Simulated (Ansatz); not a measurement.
Runs of Ansatz 0.2.0 on HfB. Symmetry: Fm-3m, No. 225, cubic system. Conventional cell: a = 4.620 Å, b = 4.620 Å, c = 4.620 Å, α = 90.00°, β = 90.00°, γ = 90.00°. Around Hf (site symmetry m-3m) lie 6 B at 2.31 Å. B (site symmetry m-3m) has 6 Hf at 2.31 Å as nearest neighbours. 

```tsv
task	level	cell	smearing	gap on the mesh (eV)	pressure (GPa)	relaxed volume (Å³/atom)
single point	PBE	as given	gaussian 0.027 eV	none	29.3	-
relaxation of cell and atoms	revPBE+D4	relaxed	fermi-dirac 0.05 eV	none	0.0	13.77
relaxation of cell and atoms	PBE+D3(BJ)	relaxed	fermi-dirac 0.05 eV	none	0.0	(a)
relaxation of cell and atoms	revPBE+D3(BJ)	relaxed	fermi-dirac 0.05 eV	none	0.0	13.68
relaxation of cell and atoms	PBE+D4	relaxed	fermi-dirac 0.05 eV	none	0.0	13.83
```

Alike in all rows: potentials or basis Ansatz PAW; no spin polarisation; k mesh 10 × 10 × 10; cutoff (eV) 420.

**Question.** Estimate the missing entries.

**Answer.** (a) 13.78.

Caveats: the plane-wave basis is chosen anew once the cell has moved, so the energies of steps on either side of that aren't comparable (some runs); pairwise dispersion overbinds metals, which lowers pressure and volume (some runs); the volume moved by +12 % from the deposited cell, more than functionals usually miss (some runs); the PAW data sets come from PBE, with cores solved anew for the run's functional, which leaves a small shift of forces and pressure (some runs); a pressure of tens of GPa on the cell as given is suspect, and the run, the potentials or the cell itself is likely at fault (some runs); the volume moved by +11 % from the deposited cell, more than functionals usually miss (some runs).

A k mesh can miss the band edges, and the runs leave out spin-orbit coupling on Hf.

A gap of «none» marks a metal or a gap under the smearing width.
